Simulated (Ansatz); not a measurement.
# CuSnF6 (database structure): how the settings move a single-point run

Question: which choices in the input matter for CuSnF6 (database structure)?

Method: reference: DFT r2SCAN+U, plane waves, PAW, scalar-relativistic, collinear spin, in Ansatz 0.2.0.

## (1) The system as given

It takes space group P-1 (No. 2, triclinic). Conventional cell: a = 5.077 Å, b = 5.141 Å, c = 5.405 Å, α = 62.46°, β = 89.83°, γ = 61.62°. F (site symmetry 1) is surrounded by 1 Cu at 1.94 Å and 1 Sn at 1.96 Å. F (site symmetry 1) is surrounded by 1 Sn at 1.91 Å and 1 Cu at 2.16 Å. Sn (site symmetry -1) has 6 F at 1.91 to 1.97 Å as nearest neighbours. Around Cu (site symmetry -1) lie 6 F at 1.93 to 2.16 Å. F (site symmetry 1) has 1 Cu at 1.93 Å and 1 Sn at 1.97 Å as nearest neighbours.

Cell or atoms stand a little off a more symmetric structure (R-3 at a tolerance of 0.3 Å), so results at this geometry aren't those of that ideal crystal.

Coordinates:

```
F Sn Cu
1.0
     5.47254    0.00000    0.00000
    -2.25174    4.55006    0.00000
    -0.23012   -3.05226    4.24549
F Sn Cu
6 1 1
Direct
  0.74800 0.11800 0.87100
  0.25200 0.88200 0.12900
  0.73700 0.87600 0.26600
  0.26300 0.12400 0.73400
  0.25000 0.49700 0.36400
  0.75000 0.50300 0.63600
  0.50000 0.00000 0.50000
  0.00000 0.00000 0.00000
```

## (2) Baseline

input.yaml reads:

```yaml
crystal:
  lattice:
    - [5.47254184, 0.0, 0.0]
    - [-2.25173765, 4.55005606, 0.0]
    - [-0.23011924, -3.05226223, 4.24549115]
  atoms:
    - { symbol: F, position: [0.748, 0.118, 0.871] }
    - { symbol: F, position: [0.252, 0.882, 0.129] }
    - { symbol: F, position: [0.737, 0.876, 0.266] }
    - { symbol: F, position: [0.263, 0.124, 0.734] }
    - { symbol: Sn, position: [0.5, 0.0, 0.5] }
    - { symbol: Cu, position: [0.0, 0.0, 0.0], spin: 0.9 }
    - { symbol: F, position: [0.25, 0.497, 0.364] }
    - { symbol: F, position: [0.75, 0.503, 0.636] }
kpoints:
  mp_grid: { grid: [4, 5, 4], shift: [0.0, 0.0, 0.5] }
magnetization:
  spin_polarized: true
scf:
  occupations: { method: fermi_dirac, width: 0.0558 }
hamiltonian:
  pseudopotentials: { kind: paw }
  xc: r2scan
  hubbard:
    projectors: all-electron-ortho-atomic
    sites: [{ species: Cu, l: d, u_eff: 6.3 }]
basis:
  ecutwfc: 500
output:
  forces: true
  stress: true
  eigenvalues: true
  write_density: true
  write_potential: true
  elf: true
  volumetric_format: npy
```

The run is started by

```sh
ansatz run input.yaml --threads 1 --pin off --max-ram 2560MiB --backend cpu --events-out ev --progress --plain --runs-dir out
```

## (3) Changed: starting moments, n_extra_bands 16, spin_polarized left out

Changes to input.yaml since step 2:

```diff
@@ -11,3 +11,3 @@
     - { symbol: Sn, position: [0.5, 0.0, 0.5] }
-    - { symbol: Cu, position: [0.0, 0.0, 0.0], spin: 0.9 }
+    - { symbol: Cu, position: [0.0, 0.0, 0.0] }
     - { symbol: F, position: [0.25, 0.497, 0.364] }
@@ -16,6 +16,5 @@
   mp_grid: { grid: [4, 5, 4], shift: [0.0, 0.0, 0.5] }
-magnetization:
-  spin_polarized: true
 scf:
   occupations: { method: fermi_dirac, width: 0.0558 }
+  n_extra_bands: 16
 hamiltonian:
@@ -32,5 +31 @@
   eigenvalues: true
-  write_density: true
-  write_potential: true
-  elf: true
-  volumetric_format: npy
```

## (4) Changing settings: occupations.method gaussian, occupations.width 0.01

Changes to input.yaml since step 2:

```diff
@@ -19,3 +19,3 @@
 scf:
-  occupations: { method: fermi_dirac, width: 0.0558 }
+  occupations: { method: gaussian, width: 0.01 }
 hamiltonian:
```

## (5) Changing settings: occupations.method gaussian, occupations.width 0.001

Changes to input.yaml since step 2:

```diff
@@ -19,3 +19,3 @@
 scf:
-  occupations: { method: fermi_dirac, width: 0.0558 }
+  occupations: { method: gaussian, width: 0.001 }
 hamiltonian:
@@ -32,5 +32 @@
   eigenvalues: true
-  write_density: true
-  write_potential: true
-  elf: true
-  volumetric_format: npy
```

## (6) Changed: n_extra_bands 16, lower_state_search off, preconditioner kerker

Changes to input.yaml since step 2:

```diff
@@ -20,2 +20,5 @@
   occupations: { method: fermi_dirac, width: 0.0558 }
+  n_extra_bands: 16
+  lower_state_search: "off"
+  mixing: { preconditioner: kerker }
 hamiltonian:
@@ -32,5 +35 @@
   eigenvalues: true
-  write_density: true
-  write_potential: true
-  elf: true
-  volumetric_format: npy
```

Before running it: what results should come out? Wanted: for each run, ending; energy change; pressure; gap; abs. moment; force.

As calculated:

| run | ending | energy change | pressure (GPa) | gap (eV) | abs. moment (μB) | force (eV/Å) | cycles | time |
| --- | --- | --- | --- | --- | --- | --- | --- | --- |
| reference | converged | 0 | 3.7 | 4.46 | 1.04 | 0.68 | 29 | 6.2 min |
| 1: starting moments, n_extra_bands 16, spin_polarized left out | converged | +202.5 meV/atom | 3.8 | 0.00 | 0.00 | 0.65 | 21 | 65 s |
| 2: occupations.method gaussian, occupations.width 0.01 | converged | 0.0 meV/atom (σ→0) | 3.7 | 4.46 | 1.04 | 0.68 | 31 | 4.6 min |
| 3: occupations.method gaussian, occupations.width 0.001 | converged | 0.0 meV/atom (σ→0) | 3.7 | 4.46 | 1.04 | 0.68 | 31 | 4.9 min |
| 4: n_extra_bands 16, lower_state_search off, preconditioner kerker | converged | 0.0 meV/atom | 3.7 | 4.46 | 1.04 | 0.68 | 36 | 3 min |

Times don't compare one to one where runs were asked for different outputs or read a saved state (see the inputs); cycles may leave out searches for a lower state.

Residual by cycle in the longest SCF loop of each run; runs are numbered as in the table. The quantity is the density residual dr2, in eV.

| cycle | reference | run 1 | run 2 | run 3 | run 4 |
| --- | --- | --- | --- | --- | --- |
| 1 | 28 | 27.3 | 28.2 | 28.2 | 28 |
| 4 | 0.474 | 1.16 | 0.513 | 0.514 | 0.615 |
| 7 | 0.0969 | 0.0374 | 0.0776 | 0.0795 | 0.14 |
| 11 | 3.3e-5 | 1.6e-4 | 0.00125 | 0.00125 | 0.00715 |
| 14 | 2.3e-6 | 8.1e-6 | 1.9e-5 | 1.9e-5 | 4.7e-4 |
| 17 | 1.2e-6 | 1.8e-6 | 3.5e-6 | 3.5e-6 | 6.0e-6 |
| 20 | 4.7e-7 | 1.1e-7 | 9.7e-7 | 9.7e-7 | 3.9e-6 |
| 23 | 1.8e-7 | - | 7.0e-7 | 6.9e-7 | 1.0e-6 |
| 26 | 5.9e-8 | - | 2.1e-7 | 2.4e-7 | 6.5e-7 |
| 30 | - | - | 5.2e-8 | 4.7e-8 | 3.2e-7 |
| 33 | - | - | - | - | 5.9e-8 |
| 36 | - | - | - | - | 1.3e-8 |

What this shows: No change moves the result by more than the table shows.

The reference is no final answer either: its magnetic state comes from one start and may not be the lowest.
